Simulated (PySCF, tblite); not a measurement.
**C7H13BFN: geometry, infrared bands and NMR shifts**

Aim: predict the infrared bands and NMR shifts of C7H13BFN (`CB(C)NC/C=C\C=C/F`).

Computed with tblite 0.8.0 and PySCF 2.14.0, with density-fitted response routines of our own, on a single molecule in the gas phase. Atoms count from 0, in the outputs and in this text.

## 1. Starting geometry

23 atoms, charge 0, multiplicity 1; geometry from: force field or distance geometry start.

Bonds of the start (Å): C0–B1 1.60, B1–C2 1.60, B1–N3 1.54, N3–C4 1.46, C4–C5 1.46, C5–C6 1.33, C6–C7 1.44, C7–C8 1.32, C8–F9 1.35, C0–H10 1.13, C0–H11 1.12, C0–H12 1.07, C2–H13 1.12, C2–H14 1.11, C2–H15 1.12, N3–H16 1.06, C4–H17 1.13, C4–H18 1.11, C5–H19 1.11, C6–H20 1.10, C7–H21 1.08, C8–H22 1.08.

## 2. Optimising the geometry with GFN2-xTB

Job settings and geometry (Å):

```
{"job": {"kind": "relax", "xc": "GFN2-xTB", "basis": "xTB"}, "charge": 0, "multiplicity": 1}
C     -2.129200     1.284700    -0.877300
B     -2.072900    -0.243200    -0.422500
C     -3.499400    -0.856100    -0.052300
N     -0.843800    -0.718300     0.377100
C      0.215000     0.281700     0.365900
C      1.380000    -0.180700     1.121200
C      2.580200    -0.332100     0.578600
C      2.901100    -0.072400    -0.800900
C      4.146000    -0.284200    -1.193200
F      5.098900    -0.716400    -0.338400
H     -3.144400     1.495700    -1.318200
H     -2.094800     1.869800     0.073300
H     -1.370300     1.558000    -1.583600
H     -3.771200    -1.680500    -0.754700
H     -3.419000    -1.273300     0.972500
H     -4.286800    -0.055700    -0.025400
H     -1.101500    -0.963600     1.373800
H     -0.275600     1.169100     0.857300
H      0.441900     0.641600    -0.656000
H      1.229000    -0.396400     2.196600
H      3.383000    -0.680800     1.249200
H      2.201200     0.270100    -1.551500
H      4.427800    -0.090100    -2.222100
```

Run with:

```sh
> OMP_NUM_THREADS=1 python probes_run.py task.json out
```

One launch serves the whole session: the jobs run in the order shown.

**Question.** This job is followed by: GFN2-xTB harmonic vibrations, gas phase; GIAO PBE0/pcSseg-1 NMR shielding, non-relativistic, gas phase. What will the session give for the following? strongest single infrared mode (GFN2-xTB); zero-point energy (GFN2-xTB); 13C shifts against TMS (PBE0/pcSseg-1, means over atoms taken as alike); 1H shifts against TMS (PBE0/pcSseg-1, means over atoms taken as alike); 11B shifts against BF3·OEt2 (PBE0/pcSseg-1); 15N shifts against NH3 (PBE0/pcSseg-1); 19F shifts against CFCl3 (PBE0/pcSseg-1).

**Answer**, as computed:

| quantity | value |
| --- | --- |
| strongest single infrared mode (GFN2-xTB) | 1475 cm⁻¹, 254 km/mol |
| zero-point energy (GFN2-xTB) | 118.3 kcal/mol |
| 13C shifts against TMS (PBE0/pcSseg-1, means over atoms taken as alike) | 159.8, 140.1, 124.0, 113.4, 45.9, 5.0 ppm |
| 1H shifts against TMS (PBE0/pcSseg-1, means over atoms taken as alike) | 6.84, 6.68, 5.82, 5.61, 4.13, 3.95, 0.29 ppm |
| 11B shifts against BF3·OEt2 (PBE0/pcSseg-1) | 43.0 ppm |
| 15N shifts against NH3 (PBE0/pcSseg-1) | 133.5 ppm |
| 19F shifts against CFCl3 (PBE0/pcSseg-1) | -122.5 ppm |

**Reading.** The optimisation took 252 steps and gained 1.535 eV; among the close pairs (by a distance rule), B1–N3 changed most, from 1.541 to 1.386 Å. The lowest mode is slightly imaginary (9i cm⁻¹), a soft motion within the noise of the Hessian, so the minimum is not strictly shown. The strongest single mode, at 1475 cm⁻¹, is carried by N3, B1, H16. Unscaled tight-binding wavenumbers are off by several per cent, some by more. Its intensities can rank the bands wrongly. At PBE0/pcSseg-1: Shielding is most anisotropic at F9 (span 241 ppm, paramagnetic term -180 ppm).
